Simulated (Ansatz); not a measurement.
# SiHSe+ (quintet): wave-function methods side by side, cc-pVDZ

The task here is to estimate one member of a computed series from the others.

Program: Ansatz 0.2.0, Gaussian basis. Level of theory: cc-pVDZ, core rule «outside noble gas», up to 19 orbitals frozen. These are calculated values, not measurements.

To be run: UHF; CCSD(T) on ROHF; CCSD(T) on UHF; BCCD(T) on ROHF; CISD; CCSDT(Q) on ROHF; CCSDT(Q) on UHF; CASSCF and MRCISD+Q, 10 electrons in 9 orbitals; CASSCF and NEVPT2, 10 electrons in 9 orbitals.

28 further runs of the same task are left out: 14 that didn't finish, 14 set aside as unsound or not needed.

## What is computed

The geometry is a PBE0/def2-TZVP stationary point (not a proven minimum) of the parent state, kept for this charge and spin. No spin-orbit coupling is included. The filled d shell of Se may be among the frozen orbitals whatever the setting's name suggests; the logs give the count.

3 atoms, charge 1, spin multiplicity 5.

Atoms are counted from 1 here; the program's logs count them from 0.

Bond lengths: Si1–Se2 2.313 Å, Si1–H3 1.497 Å. Angles: Se2–Si1–H3 117.0°.

The first run:

Contents of in.yaml:

```yaml
crystal:
  periodic: [false, false, false]
  atoms:
    - {symbol: Si, position_ang: [0.000000, -0.102205, 1.681089]}
    - {symbol: Se, position_ang: [0.000000, 0.021114, -0.628981]}
    - {symbol: H, position_ang: [0.000000, 1.193815, 2.430780]}
basis:
  gaussian: {orbitals: cc-pVDZ}
total_charge: 1
magnetization: {spin_polarized: true, initial_magnetization: 4}
hamiltonian: {xc: hf}
output: {orbitals: {seedname: orbitals}}
```

Launch:

```
> ansatz run in.yaml --threads 1 --pin off --events-out ev --progress --plain --max-ram 2393MiB
```

Among the steps run: UHF; CCSD(T) on ROHF; CCSD(T) on UHF; BCCD(T) on ROHF; CISD; CCSDT(Q) on ROHF; CCSDT(Q) on UHF; CASSCF and MRCISD+Q, 10 electrons in 9 orbitals; CASSCF and NEVPT2, 10 electrons in 9 orbitals.

One table of the session follows, with a row left open; its other results are not shown here.

| method | from UCCSDT(Q) (meV) |
| --- | --- |
| ROHF | +4538.2 |
| UHF | +4376.1 |
| RMP2 | +988.1 |
| UMP2 | +1000.9 |
| CISD | ? |
| RCCSD | +144.7 |
| UCCSD | +132.5 |
| RCCSD(T) | +42.0 |
| UCCSD(T) | +32.5 |
| BCCD(T) | +41.8 |
| RCCSDT | +15.0 |
| UCCSDT | +5.4 |
| RCCSDT(Q) | +9.5 |
| UCCSDT(Q) | 0 |
| CASSCF valence | +3612.4 |
| NEVPT2 valence | +956.8 |
| MRCISD valence | +280.1 |
| MRCISD+Q valence | +35.4 |

**Question.** Estimate the row for CISD.

As computed: from UCCSDT(Q) (meV): +369.1. In the column «from UCCSDT(Q) (meV)» it lies between MRCISD valence (+280.1) and NEVPT2 valence (+956.8).

Among the levels timed on like hardware and quicker than the yardstick, those that no quicker one beats, quickest first: CISD (9 s, +369.1 meV); RCCSD(T) (14 s, +42.0 meV); BCCD(T) (14 s, +41.8 meV); UCCSD(T) (17 s, +32.5 meV).

Caveats from the session: Of the multireference levels listed MRCISD+Q valence comes nearest in total energy (+35.4 meV), which doesn't show that its space is the better one. Restricted and unrestricted rows rest on different reference determinants; where their highest levels disagree by more than a few hundredths of an eV, they describe different states and don't form one ladder.
